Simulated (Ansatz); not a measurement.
**triplet InNH3Cl: levels of theory compared**

Wanted: a comparison of 6 runs (UHF/STO-3G, U-revPBE/def2-SVPD, UBLYP/def2-SVPD, UCAM-B3LYP/def2-SVPD, UPBE/def2-SVPD, UCCSD(T)/def2-SVPD) of triplet InNH3Cl. 

Program for the calculation: Ansatz 0.2.0.

22 further runs of the same task are left out: 22 set aside as unsound or not needed.

## (1) The structure to begin with

InNH3Cl: 6 atoms, total charge 0, spin state triplet. SMILES of the parent species: `[NH2][InH][Cl]`. The coordinates come from a PBE0-D4/def2-TZVP relaxation. That shape belongs to the parent species and isn't relaxed for this state.

Bond lengths: N1–In2 1.995 Å, In2–Cl3 2.339 Å, N1–H4 1.007 Å, N1–H5 1.008 Å, In2–H6 1.693 Å. Angles: N1–In2–Cl3 109.2°, N1–In2–H6 131.5°, Cl3–In2–H6 119.1°, In2–N1–H4 121.6°, In2–N1–H5 118.5°, H4–N1–H5 111.0°.

## (2) A single-point energy at UHF/STO-3G (run 1)

job.yaml

```yaml
basis:
  gaussian: {orbitals: STO-3G}
crystal:
  periodic: [false, false, false]
  atoms:
    - {symbol: N, position_ang: [-1.020800, 0.188100, -0.504100]}
    - {symbol: In, position_ang: [0.792100, 0.148600, 0.327900]}
    - {symbol: Cl, position_ang: [0.990800, -1.771000, 1.649200]}
    - {symbol: H, position_ang: [-1.219400, 0.761400, -1.308200]}
    - {symbol: H, position_ang: [-1.558200, -0.664500, -0.526800]}
    - {symbol: H, position_ang: [2.057500, 1.273400, 0.315800]}
total_charge: 0
magnetization: {spin_polarized: true, initial_magnetization: 2}
hamiltonian: {xc: hf}
accuracy: high
output: {orbitals: {seedname: orbitals}}
```

Run with:

```console
$ ansatz run job.yaml --threads 1 --pin off --max-ram 3480MiB --events-out events.jsonl --progress --plain --runs-dir runs
```

The program printed:

```text
Warning: RAYON_NUM_THREADS=1 ignored (pool sized by the plan → 1); use --threads N
Functional definition: HF
  name "HF"
  exchange = exact_x
  correlation = 0
842 factors; integrals over basis functions are off by at most 5.0e-9 eV
mean field evaluation 1: about -168513.3325 eV, gradient 1.0e1 eV
mean field evaluation 2: about -168513.4740 eV, gradient 1.0e1 eV
mean field evaluation 4: about -168515.5352 eV, gradient 2.4e0 eV
mean field evaluation 8: about -168516.7687 eV, gradient 7.0e-1 eV
mean field evaluation 16: about -168516.8040 eV, gradient 9.1e-9 eV
mean field evaluation 32: about -168515.8976 eV, gradient 2.9e0 eV
mean field evaluation 64: about -168516.7161 eV, gradient 9.6e-2 eV
mean field -168516.80402479 eV, -6192.8783231186 hartree, gradient 4.6e-8 eV, S^2 2.034271; 1 other end points of the search recorded, 0 dependent functions left out
reference -168516.80402479 eV, -6192.8783231186 hartree; 39, 37 occupied and 5, 7 virtual orbitals, 842 factors
Total energy: -168516.80402479 eV, -6192.8783231186 hartree
```

Wall time 2.9 s (1 thread of Intel Xeon Platinum 8259CL at 2.50GHz (Skylake/Cascade Lake), shared host); peak memory 0.17 GiB.

## (3) A single-point energy at U-revPBE/def2-SVPD (core potential) (run 2)

job.yaml

```yaml
basis:
  gaussian: {orbitals: def2-SVPD}
crystal:
  periodic: [false, false, false]
  atoms:
    - {symbol: "N", position_ang: [-1.020800, 0.188100, -0.504100]}
    - {symbol: In, position_ang: [0.792100, 0.148600, 0.327900]}
    - {symbol: Cl, position_ang: [0.990800, -1.771000, 1.649200]}
    - {symbol: H, position_ang: [-1.219400, 0.761400, -1.308200]}
    - {symbol: H, position_ang: [-1.558200, -0.664500, -0.526800]}
    - {symbol: H, position_ang: [2.057500, 1.273400, 0.315800]}
hamiltonian: {xc: {name: revPBE}}
magnetization: {spin_polarized: true, initial_magnetization: 2}
total_charge: 0
output: {orbitals: {seedname: orbitals}}
accuracy: high
```

Run with:

```console
$ ansatz run job.yaml --threads 1 --pin off --max-ram 3480MiB --events-out events.jsonl --progress --plain --runs-dir runs
```

The program printed:

```text
Warning: RAYON_NUM_THREADS=1 ignored (pool sized by the plan → 1); use --threads N
Functional definition: revPBE
  name "revPBE"
  parameter kappa = 1.245
  parameter beta = 0.06672455060314922
  exchange = pbe_x(kappa = kappa, mu = beta*pi^2/3)
  correlation = pbe_c(beta = beta)
2197 factors; integrals over basis functions are off by at most 3.8e-9 eV
mean field evaluation 1: about -19213.3824 eV, gradient 4.9e1 eV
mean field evaluation 2: about -19128.3571 eV, gradient 1.1e2 eV
mean field evaluation 4: about -19217.9268 eV, gradient 3.1e1 eV
mean field evaluation 8: about -19225.7231 eV, gradient 5.2e0 eV
mean field evaluation 16: about -19225.9507 eV, gradient 4.3e-2 eV
mean field evaluation 32: about -19225.9508 eV, gradient 6.0e-8 eV
mean field evaluation 64: about -19225.5929 eV, gradient 2.2e0 eV
mean field -19225.95075693 eV, -706.5406584997 hartree, gradient 6.0e-8 eV, S^2 2.004611; 8 other end points of the search recorded, 0 dependent functions left out
reference -19225.95076391 eV, -706.5406587560 hartree; 25, 23 occupied and 78, 80 virtual orbitals, 2197 factors
Total energy: -19225.95076391 eV, -706.5406587560 hartree
```

Wall time 28 s (1 thread of Intel Xeon Platinum 8259CL at 2.50GHz (Skylake/Cascade Lake), shared host); peak memory 0.4 GiB.

Run 3 isn't shown in full; the table further down has it.

## (4) The energy at UCAM-B3LYP/def2-SVPD (core potential) (run 4)

run.yaml

```yaml
crystal:
  periodic: [false, false, false]
  atoms:
    - {symbol: N, position_ang: [-1.020800, 0.188100, -0.504100]}
    - {symbol: In, position_ang: [0.792100, 0.148600, 0.327900]}
    - {symbol: Cl, position_ang: [0.990800, -1.771000, 1.649200]}
    - {symbol: H, position_ang: [-1.219400, 0.761400, -1.308200]}
    - {symbol: H, position_ang: [-1.558200, -0.664500, -0.526800]}
    - {symbol: H, position_ang: [2.057500, 1.273400, 0.315800]}
basis:
  gaussian:
    orbitals: def2-SVPD
magnetization:
  spin_polarized: true
  initial_magnetization: 2
accuracy: high
hamiltonian:
  xc: {name: CAM-B3LYP}
output: {orbitals: {seedname: orbitals}}
```

Run with:

```console
$ ansatz run run.yaml --threads 1 --pin off --max-ram 3480MiB --events-out events.jsonl --progress --plain --runs-dir runs
```

The program printed, cut to the lines that bear on the results:

```text
Warning: RAYON_NUM_THREADS=1 ignored (pool sized by the plan → 1); use --threads N
Functional definition: CAM-B3LYP
  name "CAM-B3LYP"
[...]
2197 factors; integrals over basis functions are off by at most 3.8e-9 eV
609 factors; integrals over basis functions are off by at most 1.2e-9 eV
[...]
mean field -19226.17344649 eV, -706.5488421902 hartree, gradient 4.6e-8 eV, S^2 2.005196; 4 other end points of the search recorded, 0 dependent functions left out
reference -19226.17346503 eV, -706.5488428713 hartree; 25, 23 occupied and 78, 80 virtual orbitals, 2197 factors
Total energy: -19226.17346503 eV, -706.5488428713 hartree
```

It took 35 s on 1 thread of Intel Xeon Platinum 8259CL at 2.50GHz (Skylake/Cascade Lake), shared host; peak memory 0.64 GiB.

Run 5 isn't shown in full; the table further down has it.

## (5) The energy at UCCSD(T)/def2-SVPD (core potential) (run 6)

Changes to job.yaml since step 3:

```diff
@@ -1,3 +1 @@
-basis:
-  gaussian: {orbitals: def2-SVPD}
 crystal:
@@ -11,6 +9,7 @@
     - {symbol: H, position_ang: [2.057500, 1.273400, 0.315800]}
-hamiltonian: {xc: {name: revPBE}}
+basis:
+  gaussian: {orbitals: def2-SVPD}
+correlation: {method: ccsd_t, frozen_orbitals: {Cl: 5, H: 0, In: 4, "N": 1}}
 magnetization: {spin_polarized: true, initial_magnetization: 2}
-total_charge: 0
-output: {orbitals: {seedname: orbitals}}
+scf: {omitted_lower_state_checks: [cluster_reference, increment]}
 accuracy: high
```

Run with:

```console
$ ansatz run job.yaml --threads 1 --pin off --max-ram 3480MiB --events-out events.jsonl --progress --plain --runs-dir runs
```

The program printed, cut to the lines that bear on the results:

```text
Warning: RAYON_NUM_THREADS=1 ignored (pool sized by the plan → 1); use --threads N
Functional definition: HF
  name "HF"
[...]
2197 factors; integrals over basis functions are off by at most 3.8e-9 eV
[...]
mean field -19174.13752458 eV, -704.6365573312 hartree, gradient 2.6e-8 eV, S^2 2.014067; 8 other end points of the search recorded, 0 dependent functions left out
10 core orbitals not correlated: weight in the atoms' cores, before any rotation towards them, 1.000 or more for the frozen orbitals, at most 0.000 for the correlated occupied ones
reference -19174.13752458 eV, -704.6365573312 hartree; 15, 13 occupied and 78, 80 virtual orbitals, 2197 factors
second order -10.41662191 eV of doubles, -0.00000000 eV of singles
cycle   1  -11.16661533 eV  change   -7.5e-1 eV  update   8.0e-2
[...]
cycle  41  -11.54714506 eV  change   4.7e-10 eV  update   2.3e-9
perturbative correction -0.32754834 eV, -0.0120371796 hartree
Total energy: -19186.01221799 eV, -705.0729442650 hartree
Checks for a lower state left out: cluster_reference, increment
```

Run time: 3.1 min. Hardware: 1 thread of Intel Xeon Platinum 8259CL at 2.50GHz (Skylake/Cascade Lake), shared host; peak memory 1.6 GiB.

## (6) The series

```csv
run,level,core potential,frozen core orbitals,energy (Eh),HOMO energy (eV),⟨S²⟩,wall time
1,UHF/STO-3G,none,–,-6192.878323,-1.34,2.034,2.9 s
2,U-revPBE/def2-SVPD (core potential),def2-SVPD,–,-706.540659,-2.41,2.005,28 s
3,UBLYP/def2-SVPD (core potential),def2-SVPD,–,-706.522583,-2.38,2.005,27 s
4,UCAM-B3LYP/def2-SVPD (core potential),def2-SVPD,–,-706.548843,-4.22,2.005,35 s
5,UPBE/def2-SVPD (core potential),def2-SVPD,–,-706.335004,-2.46,2.004,27 s
6,UCCSD(T)/def2-SVPD (core potential),def2-SVPD,10,-705.072944,–,2.014,3.1 min
```

## (7) What came out

```
                                           quantity          value
                                run 6: total energy  -705.07294 Eh
run 6: correlation energy (10 core orbitals frozen)     -436.4 mEh
                              run 6: (T) correction     -12.04 mEh
           run 6: ⟨S²⟩ of the reference determinant          2.014
                               run 6: T1 diagnostic          0.016
```

In words: Totals of different functionals can't be ranked against each other. Some runs of one species differ in core potentials or relativity; totals across that change don't compare. In run 1 the basis is minimal, so the values are rough. In run 1 relativity is left out where basis or elements ask for it. All runs together took 5.1 min, the longest 3.1 min.
